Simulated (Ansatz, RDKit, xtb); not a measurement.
# Isomers of C2H10GeSSi, a sample narrowed down

Which of a sample of isomers of C2H10GeSSi is the most stable in the gas at 298.15 K, and what are its properties? The sample is small against all isomers, and the most stable one of this formula need not be in it.

The funnel: GFN2-xTB relaxations, single points with a density functional, relaxations at r2SCAN-D4/def2-SVP, harmonic vibrations (at GFN2-xTB), and a last energy at a higher level. All values are calculated.

### 1 Candidates

Isomers were taken from a list of plausible structures; this is a sample, not all of them. That gives 6 candidates.

| label | SMILES | spin |
| --- | --- | --- |
| c059 | [SiH3]CS[CH2][GeH3] | singlet |
| c061 | C[S][GeH2][CH2][SiH3] | singlet |
| c584 | CS[SiH2][CH2][GeH3] | singlet |
| c670 | C[SiH](C)[S][GeH3] | singlet |
| c703 | [CH3][GeH]([CH3])[S][SiH3] | singlet |
| c950 | CC[SiH2][GeH2][SH] | singlet |

Candidates are built by distance geometry, with a force field where one applies, in up to four conformers (letters a to d).

**Question.** With final energies at CCSD(T)/def2-SVP + MP2/def2-TZVPP - MP2/def2-SVP, which structure will this search put lowest in free energy, and by what margin?

| quantity | value |
| --- | --- |
| lowest structure found | C[SiH](C)[S][GeH3], singlet |
| next finalist | [CH3][GeH]([CH3])[S][SiH3], singlet, 2.4 kcal/mol higher in G |
| share at equilibrium, among the finalists | 98.3 % |

The lowest structure found is `C[SiH](C)[S][GeH3]`. The margin, 2.4 kcal/mol, is modest. HF/STO-3G, r2SCAN-D4/def2-SVP, r2SCAN-D4/def2-SVP, relaxed, HF/def2-SVP and MP2/def2-SVP already put its bonding pattern lowest among the structures in one piece; GFN2-xTB favours the singlet [CH3][GeH]([CH3])[S][SiH3] (c703b, not a finalist). 5 minima inside the window were never screened. Lowest found is not proven lowest: the search is finite, and each finalist counts with one conformer. Only 6 drawn patterns were tried, so whole families of isomers are missing, and the result ranks this sample alone.
